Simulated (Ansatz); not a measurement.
# Si2Ge in Ansatz: relaxation of the atoms with PBE

Aim: the relaxation of the atoms of Si2Ge with PBE.

Everything below comes from runs of Ansatz 0.2.0. Logs are shortened: lines on timing, memory, paths and dates and some standing lists are left out, and cuts for length are marked.

### Step 1. The sheet as given

The cell holds a sheet with vacuum, 3 atoms: a = 3.990 Å, b = 3.990 Å, c = 27.141 Å, α = 90.00°, β = 90.00°, γ = 120.00°.

The cell was built by a generator and needn't be a form met in nature.

### Step 2. Relaxation of the atoms, PBE

The input, input.yaml:

```yaml
crystal:
  lattice:
    - [3.9905, 0.0, 0.0]
    - [-1.99525, 3.45587, 0.0]
    - [0.0, 0.0, 27.14146]
  atoms:
    - { symbol: Si, position: [0.33333, 0.66667, 0.25074] }
    - { symbol: Si, position: [0.66667, 0.33333, 0.25074] }
    - { symbol: Ge, position: [0.0, 0.0, 0.31366] }
kpoints:
  mp_grid: { grid: [8, 8, 1] }
scf:
  occupations: { method: fermi_dirac, width: 0.05 }
hamiltonian:
  xc: pbe
  pseudopotentials: { kind: all_electron, lapw: { basis_error: 0.002 } }
output:
  forces: true
  stress: true
relax:
  f_tol: 0.01
  max_steps: 60
```

Potentials or basis: all-electron LAPW, scalar-relativistic.

Launch:

```bash
$ ansatz run input.yaml --threads 4 --pin off --max-ram 14336MiB --backend cpu --events-out ev --progress --plain --runs-dir out
```

Output:

```text
Warning: the atoms were moved onto the symmetric positions of the space group found under crystal.symmetry.tolerance 1.0e-5 (fractional; no operation is sought that the atoms, as they stand in a round, miss by more than twice it, and no atom is moved by as much as it), and the run uses the moved positions. Before a round's move an operation carried an atom to 3.99e-5 Å from where it should land, the largest such distance. Atom 0 (counting from 0) moved farthest, by 2.30e-5 Å; the longest move in fractions of the cell, of whichever atom, is 0.47 of the tolerance, in 1 round. To run the atoms as typed, lower crystal.symmetry.tolerance until the operations that they miss are no longer found, or set crystal.symmetry.detect: false (a key that needs symmetry detection or time reversal refuses this as the deck is read). The positions used, in the order of the run's atom list: position: [0.3333333333333333, 0.6666666666666666, 0.25074]; position: [0.6666666666666666, 0.3333333333333333, 0.25074]; position: [0.0, 0.0, 0.31366]; The lattice was moved too: crystal.lattice keeps the space group found at crystal.symmetry.tolerance 1.0e-5 only nearly: the operation that it misses by the most changes a squared length by the fraction 2.19e-6. The run uses the lattice that is a stretch of the typed one, with no rotation, onto the one that keeps every operation to a double's rounding (on a very oblique basis the stretch itself rounds by more); the deck's lattice vector that moved farthest moved by 2.53e-6 Å. To run the lattice as typed, set crystal.symmetry.tolerance under 2.19e-6, the least fraction by which an operation that the lattice misses changes a squared length (the same key also sets how far an atom may lie from its image, so lowering it can lose operations that the atoms keep only within it), or set crystal.symmetry.detect: false, as for the atoms. crystal.lattice made exact, in Å and degrees: [[3.990497474785151, 0.0, 0.0], [-1.9952487373925756, 3.455872186901593, 0.0], [0.0, 0.0, 27.14146]]. Pasted over the deck's crystal.lattice, beside positions in fractional coordinates, it runs the same cell (given as lengths and angles, that cell in the form's own orientation, a rigid turn of the misfit's size from the one run here, for which a checkpoint.post_process_only pass over this run's state can be refused: where this run relaxes nothing, give such a pass this deck's own crystal.lattice, as typed; behind a relaxation, as crystal.lattice, the state's own cell, identity.cell in its checkpoint.json), and a matrix so pasted ends this notice, except on a very skew basis of the lattice, where the rounding of the pasted numbers themselves can read as a misfit: the cell is then moved again, and that move is told again. The lattice as run is in this notice's lattice.as_run_ang field (Run.prep()["deck_notices"] in Python, the deck_notice line of an events file, deck_notices of ansatz run --dry-run=json, or deck_notices in record.json in the deck's checkpoint.write directory).
Warning: RAYON_NUM_THREADS=4 ignored (pool sized by the plan → 4); use --threads N
The last accepted step is kept in <dir> (removed where the run ends without a failure and the disk answers)
LAPW: plane waves up to 7.781 Å⁻¹, error target 2.0e-3 eV per atom; small_component_spin mean_spin; Si in spheres of 1.117 Å, 12 of its electrons in bands, Dirac shells []; Ge in spheres of 1.340 Å, 22 of its electrons in bands, Dirac shells [] (how accurate: hamiltonian.pseudopotentials.lapw.basis_error, Limitations)
Engine: ansatz 0.2.0, x86_64-unknown-linux-gnu
Pseudopotentials: kind: all_electron
Pseudopotential: Si, LAPW, valence charge 12, lapw/all_electron/scalar/gaussian/Si, Koelling and Harmon's equation, gaussian nucleus
Pseudopotential: Ge, LAPW, valence charge 22, lapw/all_electron/scalar/gaussian/Ge, Koelling and Harmon's equation, gaussian nucleus
Functional definition: PBE
  parameter kappa = 0.804
  parameter beta = 0.06672455060314922
  exchange = pbe_x(kappa = kappa, mu = beta*pi^2/3)
  correlation = pbe_c(beta = beta)
Crystal: 3 atoms, lattice volume = 374.298 Å³
Basis set: ecut = 230.64198119808768 eV, 2911 PW (Γ), exchange–correlation at level 2
Bands: 28, of which v1, the nominal top of the filled ones, is band 23 counted from 1 (22 counted from 0)
Symmetry: 12 space group operations
Space group: P6mm (ITA 183), of the structure as read, at distance tolerance 7.2e-5 Å
k-points: 10 of 64
Non-local potential: Si, projectors of the file, none
Non-local potential: Ge, projectors of the file, none
Initial density: superposition of atomic densities (neutral atoms: chi_scale 0, normalization atom)
Initial wavefunctions: plane waves of lowest kinetic energy (no species holds an atomic orbital)
Functional: x = pbe(κ = 0.804, μ = 0.2195149727645171), c = pbe(β = 0.06672455060314922)
iter 1 solved again at ethr=3.81e-3 eV; its pass at ethr=1.00e-1 eV (dr2=1.75e0 eV) is discarded
SCF iter   1: F=—  HF=-72899.013563 eV  |F-HF|=—  |Δ(HF+E_count)|=         —  Δρ=1.27e-2  dr2=1.79e0  ethr=3.81e-3  ⟨swp⟩=3.9  Hψ=1840  notcnv=0
preconditioner: auto → LDOS  [insulator: Δε(μ)=0.133 eV  Ē_g=8.249 eV  σ=0.050 eV  W_gap=0.58  n_scr=46 (ndim 8)  ℏωp=6.6 eV  f_vac=0.778  D(μ)=3.58/eV (n_scr^D=10)  ε∞_Penn≈1.6  β→1.0]
iter 2 solved again at ethr=3.72e-4 eV; its pass at ethr=3.81e-3 eV (dr2=1.71e-1 eV) is discarded
SCF iter   2: F=—  HF=-72898.615647 eV  |F-HF|=—  |Δ(HF+E_count)|=   3.98e-1  Δρ=5.03e-3  dr2=1.71e-1  ethr=3.72e-4  ⟨swp⟩=2.2  Hψ=1510  notcnv=0  defer=1
SCF iter   3: F=—  HF=-72898.644636 eV  |F-HF|=—  |Δ(HF+E_count)|=   2.90e-2  Δρ=1.31e-3  dr2=1.45e-2  ethr=3.72e-4  ⟨swp⟩=3.5  Hψ=898  notcnv=0
SCF iter   4: F=—  HF=-72898.636737 eV  |F-HF|=—  |Δ(HF+E_count)|=         —  Δρ=4.12e-4  dr2=7.03e-4  ethr=3.16e-5  ⟨swp⟩=3.0  Hψ=870  notcnv=0
the basis was enlarged: its passes take 178.7 KiB over the memory plan, 4 of 4 planned eigensolver slots
SCF iter   5: F=—  HF=-72898.631307 eV  |F-HF|=—  |Δ(HF+E_count)|=   5.43e-3  Δρ=2.43e-4  dr2=3.16e-4  ethr=1.53e-6  ⟨swp⟩=3.0  Hψ=825  notcnv=0
SCF iter   6: F=—  HF=-72898.631310 eV  |F-HF|=—  |Δ(HF+E_count)|=   2.60e-6  Δρ=6.01e-5  dr2=1.43e-5  ethr=6.87e-7  ⟨swp⟩=3.0  Hψ=788  notcnv=0
SCF iter   7: F=-72898.631323 eV  HF=-72898.631322 eV  |F-HF|=5.56e-7  |Δ(HF+E_count)|=   1.22e-5  Δρ=1.05e-5  dr2=5.97e-7  ethr=3.11e-8  ⟨swp⟩=3.0  Hψ=821  notcnv=0
SCF 1 converged in 7 iterations: F = -72898.631323 eV  dr2 = 5.97e-7
relax step   1: F+E_penalty+E_count = -72898.63132282 eV  Δ(F+E_penalty+E_count) = +0.000e0 eV  max|allowed force component| = 1.591e-1 eV/Å  Δτ_max = 0.0000 Å  (7 SCF iters, dr2 threshold 2.50e-6 eV, accepted)
Initial density: handed on by an earlier stage of this run
Initial wavefunctions: those handed on with the density
iter 1 solved again at ethr=8.82e-6 eV; its pass at ethr=1.00e-1 eV (dr2=4.06e-3 eV) is discarded
SCF iter   1: F=—  HF=-72898.636152 eV  |F-HF|=—  |Δ(HF+E_count)|=         —  Δρ=5.90e-4  dr2=4.38e-3  ethr=8.82e-6  ⟨swp⟩=4.0  Hψ=1543  notcnv=0
preconditioner: auto → LDOS  [insulator: Δε(μ)=0.229 eV  Ē_g=7.971 eV  σ=0.050 eV  W_gap=0.76  n_scr=46 (ndim 8)  ℏωp=6.6 eV  f_vac=0.785  D(μ)=0.98/eV (n_scr^D=4)  ε∞_Penn≈1.7  β→1.0]
SCF iter   2: F=—  HF=-72898.636079 eV  |F-HF|=—  |Δ(HF+E_count)|=   7.34e-5  Δρ=3.68e-4  dr2=4.95e-3  ethr=8.82e-6  ⟨swp⟩=3.0  Hψ=828  notcnv=0
iter 3 solved again at ethr=2.96e-7 eV; its pass at ethr=8.82e-6 eV (dr2=1.36e-4 eV) is discarded
SCF iter   3: F=—  HF=-72898.635504 eV  |F-HF|=—  |Δ(HF+E_count)|=   5.74e-4  Δρ=9.99e-5  dr2=1.37e-4  ethr=2.96e-7  ⟨swp⟩=2.1  Hψ=1366  notcnv=0
SCF iter   4: F=—  HF=-72898.635503 eV  |F-HF|=—  |Δ(HF+E_count)|=   1.61e-6  Δρ=2.33e-5  dr2=5.53e-6  ethr=2.96e-7  ⟨swp⟩=2.5  Hψ=762  notcnv=0
SCF iter   5: F=-72898.635502 eV  HF=-72898.635502 eV  |F-HF|=3.94e-7  |Δ(HF+E_count)|=   6.10e-7  Δρ=6.41e-6  dr2=1.06e-7  ethr=1.20e-8  ⟨swp⟩=3.1  Hψ=824  notcnv=0
SCF 2 converged in 5 iterations: F = -72898.635502 eV  dr2 = 1.06e-7
relax step   2: F+E_penalty+E_count = -72898.63550235 eV  Δ(F+E_penalty+E_count) = -4.180e-3 eV  max|allowed force component| = 1.218e-3 eV/Å  Δτ_max = 0.0336 Å  (5 SCF iters, dr2 threshold 1.58e-6 eV, accepted)
iter 1 solved again at ethr=2.24e-10 eV; its pass at ethr=1.00e-1 eV (dr2=1.03e-7 eV) is discarded
SCF iter   1: F=—  HF=-72898.635502 eV  |F-HF|=—  |Δ(HF+E_count)|=         —  Δρ=6.24e-6  dr2=1.04e-7  ethr=2.24e-10  ⟨swp⟩=2.0  Hψ=1096  notcnv=0
preconditioner: auto → LDOS  [insulator: Δε(μ)=0.224 eV  Ē_g=7.974 eV  σ=0.050 eV  W_gap=0.74  n_scr=46 (ndim 8)  ℏωp=6.6 eV  f_vac=0.785  D(μ)=0.98/eV (n_scr^D=4)  ε∞_Penn≈1.7  β→1.0]
SCF iter   2: F=-72898.635502 eV  HF=-72898.635502 eV  |F-HF|=6.33e-9  |Δ(HF+E_count)|=   4.03e-7  Δρ=1.44e-6  dr2=2.08e-8  ethr=2.24e-10  ⟨swp⟩=3.0  Hψ=815  notcnv=0
SCF 3 converged in 2 iterations: F = -72898.635502 eV  dr2 = 2.08e-8
relax step   3: F+E_penalty+E_count = -72898.63550236 eV  Δ(F+E_penalty+E_count) = -1.166e-8 eV  max|allowed force component| = 1.078e-3 eV/Å  Δτ_max = 0.0000 Å  (2 SCF iters, accepted)
SCF converged after 2 iterations
Free energy (F): -72898.635502 eV
Harris-Foulkes:  -72898.635502 eV  (|F-HF|=6.33e-9)
Internal energy: -72898.625830 eV  (E = F + TS)
E sigma→0 (E₀):  -72898.630666 eV
Entropy (-TS):   -0.009673 eV (-3.224 meV/atom)
Fermi energy:    -2.310311 eV
--- Per-component energies (eV) ---
  E_band       = -3032.712005
  E_kinetic    = 74140.052017
  E_xc         = -3303.420220
  E_electrostatic = -143735.257627  (all electrons and nuclei)
  E_smearing   = -0.009673  (= −TS)
  E_closure    = 0.000000  (closes the sum)
  E_atoms      = -72885.513683  (free atoms, spherical and without spin; not in F)
  Σ components = -72898.635502   (vs F -72898.635502, Δ=0.00e0)
  Basis errors (estimates in eV, not in F): energy 9.7e-4 per atom: plane waves 8.9e-4 (5.5e-4 summed), levels above the bands 4.0e-34, relativity 3.6e-8, radial functions 7.4e-5, core shells 1.1e-9; eigenvalues (radial functions only) 1.5e-6; not estimated: angular momenta, meshes, grids; target (lapw.basis_error) 2.0e-3; muffin-tin radii Si 1.117 Å, Ge 1.340 Å
--- Forces (eV/Å), atoms counted from 1 ---
  atom   1  Si     0.00000000     0.00000000     0.00052475
  atom   2  Si    -0.00000000    -0.00000000     0.00052475
  atom   3  Ge    -0.00000000     0.00000000    -0.00109224
  max |Σ_I F_I| component: 4.28e-5 eV/Å
--- Stress (GPa, compression-positive) ---
       -0.121459       0.000000      -0.000000
        0.000000      -0.121459       0.000000
       -0.000000       0.000000       0.000941
  P = ⅓ Tr σ = -0.0807 GPa (-0.807 kbar)
--- Relaxed structure (3 steps of the walk, 3 accepted, 0 SCFs on fresh bases) ---
  F+E_penalty+E_count = -72898.63550236 eV   max|allowed force component| = 1.078e-3 eV/Å
  atoms:
    - { symbol: Si, position: [0.33333333333333326, 0.6666666666666665, 0.2501209568696279] }
    - { symbol: Si, position: [0.6666666666666665, 0.33333333333333326, 0.2501209568696279] }
    - { symbol: Ge, position: [2.2887068878462386e-35, -1.8576400208384183e-35, 0.31489808626074417] }
```

It took 28 s on 4 threads of Intel Xeon at 2.50GHz (Skylake/Cascade Lake), shared host; peak memory 0.7 GiB.

Results:

```yaml
Free_energy: -72898.6355 eV
Energy_gained_by_relaxing: 1.4 meV/atom
Ionic_steps: 3
```

Stress tensor (GPa, compression positive):
```
-0.12  0.00  0.00
 0.00 -0.12  0.00
 0.00  0.00  0.00
```

The path:
| step | energy change (eV) | largest force (eV/Å) |
| --- | --- | --- |
| 1 | 0.0000 | 0.1591 |
| 2 | -0.0042 | 0.0012 |
| 3 | -0.0042 | 0.0011 |

Final structure:
```
Si Ge
1.0
     3.99050    0.00000    0.00000
    -1.99525    3.45587    0.00000
     0.00000    0.00000   27.14146
Si Ge
2 1
Direct
  0.33333 0.66667 0.25012
  0.66667 0.33333 0.25012
  0.00000 0.00000 0.31490
```
